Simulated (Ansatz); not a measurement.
# H6MgO2Si2: basis-set convergence

The task here is to estimate one member of a computed series from the others.

Program: Ansatz 0.2.0, Gaussian basis. Level of theory: one geometry, several basis sets. These are calculated values, not measurements.

The runs, in order: PBE0-D4/def2-SVP; ωB97M-V/def2-SVP; PBE0-D4/def2-QZVPP; ωB97M-V/def2-QZVPP; the functionals' def2-TZVPP values are taken from earlier runs.

## The geometry

The geometry comes from an earlier relaxation with PBE0-D4 in a triple-zeta def2 set; it is a stationary point, not always the lowest conformer.

SMILES `[SiH3][O][Mg][O][SiH3]`, 11 atoms, charge 0, spin multiplicity 1.

Atoms are counted from 1 here; the program's logs count them from 0.

Bond lengths: Si1–O2 1.613 Å, Si1–H6 1.492 Å, Si1–H7 1.492 Å, Si1–H8 1.492 Å, O2–Mg3 1.783 Å, Mg3–O4 1.783 Å, O4–Si5 1.613 Å, Si5–H9 1.492 Å, Si5–H10 1.492 Å, Si5–H11 1.492 Å. Angles: O2–Si1–H6 111.2°, O2–Si1–H7 111.2°, O2–Si1–H8 111.2°, H6–Si1–H7 107.7°, H6–Si1–H8 107.7°, H7–Si1–H8 107.7°, Si1–O2–Mg3 179.7°, O2–Mg3–O4 180.0°, Mg3–O4–Si5 179.6°, O4–Si5–H9 111.2°, O4–Si5–H10 111.2°, O4–Si5–H11 111.2°, H9–Si5–H10 107.7°, H9–Si5–H11 107.7°, H10–Si5–H11 107.7°.

The first run:

in.yaml

```yaml
crystal:
  periodic: [false, false, false]
  atoms:
    - {symbol: Si, position_ang: [-0.573580, 2.216760, 2.504910]}
    - {symbol: O, position_ang: [-0.294506, 1.156605, 1.321255]}
    - {symbol: Mg, position_ang: [0.010176, -0.010735, 0.007753]}
    - {symbol: O, position_ang: [0.314556, -1.177615, -1.306229]}
    - {symbol: Si, position_ang: [0.584697, -2.226121, -2.502268]}
    - {symbol: H, position_ang: [0.010534, 1.750618, 3.796246]}
    - {symbol: H, position_ang: [0.025296, 3.546744, 2.190845]}
    - {symbol: H, position_ang: [-2.036885, 2.417532, 2.716035]}
    - {symbol: H, position_ang: [1.378082, -3.396335, -2.025693]}
    - {symbol: H, position_ang: [-0.696012, -2.745820, -3.064280]}
    - {symbol: H, position_ang: [1.343141, -1.588834, -3.617975]}
basis:
  gaussian: {orbitals: def2-SVP}
hamiltonian: {xc: pbe0, dispersion: d4}
output: {orbitals: {seedname: orbitals}}
```

Run with:

```
$ ansatz run in.yaml --threads 4 --pin off --events-out ev --progress --plain --max-ram 10444MiB
```

Steps of the session up to this table: PBE0-D4 in def2-SVP; ωB97M-V in def2-SVP; PBE0-D4 in def2-QZVPP; ωB97M-V in def2-QZVPP.

One of the session's tables, all rows but one given; the rest of the session is left out.

It belongs to the step «Density functionals: the series». 

```
functional       basis  HOMO (eV)  LUMO (eV)
   PBE0-D4    def2-SVP          ?          ?
   PBE0-D4  def2-TZVPP      -8.21      -1.64
   PBE0-D4  def2-QZVPP      -8.21      -1.64
   ωB97M-V    def2-SVP     -10.42      -0.25
   ωB97M-V  def2-TZVPP     -10.54      -0.38
   ωB97M-V  def2-QZVPP     -10.54      -0.49
```

**Question.** Estimate the row for PBE0-D4, def2-SVP.

The run gave: HOMO (eV): -8.13; LUMO (eV): -1.53. In the column «HOMO (eV)» it is the highest.
